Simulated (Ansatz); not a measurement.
**Cu3Pt: equation of state**

An exercise on one series of results from a longer session: the logs are not shown, and one member is left open.

Method: DFT LDA, scalar-relativistic, in Ansatz 0.2.0.

## Starting point

The structure is cubic, space group Pm-3m (No. 221). Conventional cell: a = 3.710 Å, b = 3.710 Å, c = 3.710 Å, α = 90.00°, β = 90.00°, γ = 90.00°. Around Cu (site symmetry 4/mmm) lie 8 Cu at 2.62 Å and 4 Pt at 2.62 Å. Pt (site symmetry m-3m) is surrounded by 12 Cu at 2.62 Å.

Coordinates:

```
Cu Pt
1.0
     3.71000    0.00000    0.00000
     0.00000    3.71000    0.00000
     0.00000    0.00000    3.71000
Cu Pt
3 1
Cartesian
  0.0000 1.8550 1.8550
  1.8550 0.0000 1.8550
  1.8550 1.8550 0.0000
  0.0000 0.0000 0.0000
```

Atoms are numbered in the order of the input: Cu1, Cu2, Cu3, Pt4.

Set-up of the first run:

Input file input.yaml:

```yaml
crystal:
  lattice:
    - [3.6598587183, 0.0, 0.0]
    - [0.0, 3.6598587183, 0.0]
    - [0.0, 0.0, 3.6598587183]
  atoms:
    - { symbol: Cu, position: [0.0, 0.5, 0.5] }
    - { symbol: Cu, position: [0.5, 0.0, 0.5] }
    - { symbol: Cu, position: [0.5, 0.5, 0.0] }
    - { symbol: Pt, position: [0.0, 0.0, 0.0] }
kpoints:
  mp_grid: { grid: [9, 9, 9] }
  band_path:
    path:
      - [0.0, 0.0, 0.0]
      - [0.0, 0.5, 0.0]
      - [0.5, 0.5, 0.0]
      - [0.0, 0.0, 0.0]
      - [0.5, 0.5, 0.5]
      - [0.0, 0.5, 0.0]
      - [0.5, 0.5, 0.5]
      - [0.5, 0.5, 0.0]
    npoints: 5
scf:
  occupations: { method: fermi_dirac, width: 0.05 }
hamiltonian:
  xc: lda
  pseudopotentials: { kind: all_electron, lapw: { basis_error: 0.001 } }
output:
  forces: true
  stress: true
  eigenvalues: true
```

Started as:

```bash
$ ansatz run input.yaml --threads 1 --pin off --max-ram 4096MiB --backend cpu --events-out ev --progress --plain --runs-dir out
```

Steps of the session up to this table: Volume × 0.96, LAPW; Volume × 0.96, PAW; Volume × 0.96, crystal datasets; Volume × 0.99, LAPW; Volume × 0.99, PAW; Volume × 0.99, crystal datasets; Volume × 1.02, LAPW; Volume × 1.02, PAW; Volume × 1.02, crystal datasets; Volume × 1.06, LAPW; Volume × 1.06, PAW; Volume × 1.06, crystal datasets.

One of the session's tables, all rows but one given; the rest of the session is left out.

It belongs to the step «The equation of state». 

```
          method  volume (Å³/atom)  pressure (GPa)
            LAPW            12.256           -5.08
            LAPW            12.639          -10.52
            LAPW            13.022          -14.98
            LAPW            13.532          -19.69
             PAW            12.256               ?
             PAW            12.639          -10.50
             PAW            13.022          -14.97
             PAW            13.532          -19.68
crystal datasets            12.256           -5.08
crystal datasets            12.639          -10.52
crystal datasets            13.022          -14.99
crystal datasets            13.532          -19.69
```

**Question.** Estimate the row for PAW, 12.256.

**Answer.** pressure (GPa): -5.05. In the column «pressure (GPa)» it is the highest.

Limits of these values: Warnings in the runs' records: gradients without spin orbit, crystal datasets made.
